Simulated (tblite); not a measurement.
# C6H12BNS: the cost of one run

Programs: tblite 0.8.0 and PySCF 2.14.0, with density-fitted response routines of our own. Each step states its level of theory. These are calculated values for one molecule in the gas phase, unless marked as measured. Atoms count from 0, in the outputs and in this text.

**1. The starting structure**

21 atoms, charge 0, multiplicity 1; geometry from: force field or distance geometry start.

Bonds of the start (Å): C0–C1 1.48, C1–N2 1.16, N2–B3 1.51, B3–S4 1.90, S4–C5 1.82, C5–C6 1.51, C6–C7 1.50, C7–C8 1.51, C8–C6 1.52, C0–H9 1.10, C0–H10 1.10, C0–H11 1.12, B3–H12 1.19, B3–H13 1.17, C5–H14 1.10, C5–H15 1.12, C6–H16 1.09, C7–H17 1.10, C7–H18 1.13, C8–H19 1.12, C8–H20 1.10.

**2. Optimising the geometry with GFN2-xTB**

What the job is given:

```
{"job": {"kind": "relax", "xc": "GFN2-xTB", "basis": "xTB"}, "charge": 0, "multiplicity": 1}
C      4.863200     0.173100    -0.718400
C      3.555900     0.105700    -0.030800
N      2.534700     0.038400     0.516800
B      1.179900    -0.005900     1.184300
S      0.068100     1.258200     0.307300
C     -1.253300     0.393000    -0.596100
C     -2.149600    -0.238100     0.439500
C     -3.351300    -1.041700     0.024300
C     -3.532400     0.398200     0.446600
H      4.792800    -0.333200    -1.697600
H      5.615200    -0.260700    -0.041700
H      5.105900     1.240300    -0.962700
H      0.727100    -1.098900     1.062400
H      1.366700     0.232500     2.317900
H     -0.869100    -0.309500    -1.344500
H     -1.820000     1.192600    -1.146900
H     -1.697200    -0.370500     1.426100
H     -3.541400    -1.273500    -1.029600
H     -3.804000    -1.782200     0.740300
H     -3.703900     1.171600    -0.341200
H     -4.096200     0.527400     1.384600
```

Command:

```sh
OMP_NUM_THREADS=1 python probes_run.py task.json out
```

The driver reads the jobs from task.json and runs them one after another.

**Question.** How long does this first job take on 1 thread of Arm Neoverse N1, shared host, and how much memory does it need?

About 1.4 s, with a peak of 0.18 GiB.
